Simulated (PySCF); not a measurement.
# C₄H₇B₂Br: electronic excitations

Aim: predict the electronic excitations of C₄H₇B₂Br (`CC#CBCBBr`).

The runs use PySCF 2.14.0, with density-fitted response routines of our own; the level of theory stands in each step. All values are computed, except where a source is named. Atoms are numbered from 0 throughout.

## 1. The starting structure

14 atoms, charge 0, multiplicity 1; geometry from: GFN2-xTB.

Bonds of the start (Å): C0–C1 1.44, C1–C2 1.21, C2–B3 1.49, B3–C4 1.60, C4–B5 1.56, B5–Br6 1.87, C0–H7 1.09, C0–H8 1.09, C0–H9 1.09, B3–H10 1.17, C4–H11 1.09, C4–H12 1.09, B5–H13 1.17.

## 2. TDDFT and polarisability: PBE0/def2-SVPD

What the job is given:

```
{"job": {"kind": "uv", "xc": "PBE0", "basis": "def2-SVPD", "nstates": 8, "ntriplets": 3}, "charge": 0, "multiplicity": 1}
C      2.833133     0.622559    -0.776477
C      1.620720    -0.077689    -0.435250
C      0.603986    -0.671769    -0.154796
B     -0.701056    -1.309389     0.188616
C     -1.737672    -0.481872     1.080591
B     -2.416435     0.536027     0.112672
Br    -1.598051     2.175255    -0.262851
H      3.669966     0.195349    -0.223058
H      2.739356     1.679145    -0.525693
H      3.033388     0.523571    -1.843458
H     -0.990045    -2.366110    -0.228949
H     -1.176711     0.030961     1.864559
H     -2.460127    -1.156056     1.538914
H     -3.421132     0.299544    -0.446592
```

Method: TDDFT PBE0/def2-SVPD, vertical, gas phase, core orbitals frozen in the response.

Launch:

```bash
$ OMP_NUM_THREADS=1 python probes_run.py task.json out
```

This one command runs all jobs of the session in turn.

Predict these results of the whole session: lowest singlet (PBE0/def2-SVPD); brightest single state of those computed; lowest triplet; surface potential, 1st and 99th percentile.

As calculated:

| quantity | value |
| --- | --- |
| lowest singlet (PBE0/def2-SVPD) | 3.68 eV (337 nm), f = 0.005 |
| brightest single state of those computed | state 3, 4.94 eV, f = 0.091 |
| lowest triplet | 3.37 eV |
| surface potential, 1st and 99th percentile | -0.74 V and 1.14 V |

The first singlet state (HOMO→LUMO 0.93) lies at 3.68 eV and is weak; of the 8 states computed, the strongest absorption comes from state 3 at 4.94 eV. The lowest triplet lies 0.31 eV below the lowest singlet (triplets in Tamm-Dancoff, singlets in full TDDFT). At PBE0/def2-SVPD, counted by nearest atom on the grid, the HOMO lies on C1, C2 about 27 % each; Br6 16 %, the LUMO on B3 31 %; B5 19 %.
